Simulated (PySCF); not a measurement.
**The bond of TeN+, level by level**

One job finds the state of TeN+, follows it along the bond with each method and fits the curves.

Method: Te aug-cc-pVDZ-PP with ECP28, N aug-cc-pVDZ, scalar-relativistic core potentials; program: PySCF 2.14.0.

### 1 Input

Settings of the job:

- atoms: Te, N
- charge: 1
- basis: Te aug-cc-pVDZ-PP with ECP28, N aug-cc-pVDZ
- Hamiltonian: scalar-relativistic core potentials
- basis functions: 55
- electrons treated: 30
- masses in u: 129.9062, 14.0031
- levels: PBE0, PBE, r²SCAN, B3LYP, PW91, revPBE, HF, MP2, SCS-MP2, CCSD, CCSD(T)
- grid: 80 radial by 434 angular points
- occupations: held fixed by the projection of orbital angular momentum
- dissociation limit: Te+ + N, each in its ground configuration
- starting distance in angstrom: 2.075
- values of 2S to try: 0, 2, 4

Started as:

```
$ OMP_NUM_THREADS=1 python dia.py task.json out
```

Further steps of the session: First curve: PBE0; Higher solutions at PBE0; PBE (GGA); r²SCAN (meta-GGA); B3LYP (global hybrid GGA); PW91 (GGA); revPBE (GGA); RHF; MP2 and coupled cluster.

Before running it: what results should come out? Wanted: for each run, Re; ωe; De; μ.

**Answer**, as computed:

Lowest PBE0 solution found, without spin–orbit coupling: ¹Σ⁺ (singlet), closed shell. State 4 has its PBE0 minimum 2.39 eV higher. The other levels ran on the lowest alone.

```
      level  Re (Å)  ωe (cm⁻¹)  De (eV)  μ (D)
        RHF   1.743       1145    -2.43  -2.56
   RHF-CCSD   1.816        926     1.96    n/a
RHF-CCSD(T)   1.844        838     2.56    n/a
        PBE   1.818        927     3.76  -1.88
     revPBE   1.822        921     3.42  -1.86
       PW91   1.817        928     3.78  -1.89
     r²SCAN   1.801        968     2.76  -1.96
      B3LYP   1.798        974     2.99  -2.09
       PBE0   1.786       1008     2.60  -2.12
```

De is counted to Te+ + N in their ground configurations. A positive dipole points from Te to N; in an ion it is taken about the centre of mass and does not tell which atom is negative. No constants: RHF-MP2 (the points don't follow one smooth fit); RHF-SCS-MP2 (the points don't follow one smooth fit).

**Reading.** The methods spread over 0.101 Å in bond length, from RHF to RHF-CCSD(T). Of the levels with a De here, RHF gives the least (-2.43 eV) and PW91 the most (3.78 eV).

Correlated steps freeze 5 core orbitals. Spin–orbit coupling is left out, which matters for elements this heavy, above all for dissociation energies. A negative De means that the minimum lies above the separated atoms at that level. T1 is 0.020 near the minimum (highest on the curve 0.044), which may point to more than one leading configuration.
